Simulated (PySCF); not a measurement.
# C2H9BS: the cost of one run

Computed with PySCF 2.14.0, with density-fitted response routines of our own, on a single molecule in the gas phase. Atoms count from 0, in the outputs and in this text.

## 1. The starting structure

13 atoms, charge 0, multiplicity 1; geometry from: GFN2-xTB. The atoms were then displaced at random by about 0.03 Å, so the start is not that level's minimum.

Bonds of the start (Å): B0–S1 1.90, S1–C2 1.78, S1–C3 1.76, B0–H4 1.22, B0–H5 1.19, B0–H6 1.23, C2–H7 1.10, C2–H8 1.08, C2–H9 1.15, C3–H10 1.03, C3–H11 1.07, C3–H12 1.27.

## 2. Geometry optimisation at PBE0-D3(BJ)/def2-SVP

What the job is given:

```
{"job": {"xc": "PBE0", "basis": "def2-SVP", "d3": "d3bj", "grid": 1, "shake": 0.03, "kind": "geom"}, "charge": 0, "multiplicity": 1}
B     -0.397150     1.572990     0.350130
S     -0.196450    -0.217080     0.939150
C      1.450400    -0.520800     0.325190
C     -0.985100    -1.118600    -0.345050
H     -0.150070     1.624510    -0.840810
H      0.238800     2.303480     1.034830
H     -1.585480     1.829680     0.526790
H      1.662900    -0.106670    -0.671050
H      1.712660    -1.562770     0.439840
H      2.173900     0.006980     1.050100
H     -0.882120    -0.714970    -1.282990
H     -0.792710    -2.171840    -0.264480
H     -2.227730    -0.976050    -0.153530
```

Launch:

```console
OMP_NUM_THREADS=1 python probes_run.py task.json out
```

One launch serves the whole session: the jobs run in the order shown.

**Question.** How long does this first job take on 1 thread of Arm Neoverse V2, shared host, and how much memory does it need?

About 22 s, with a peak of 0.42 GiB.
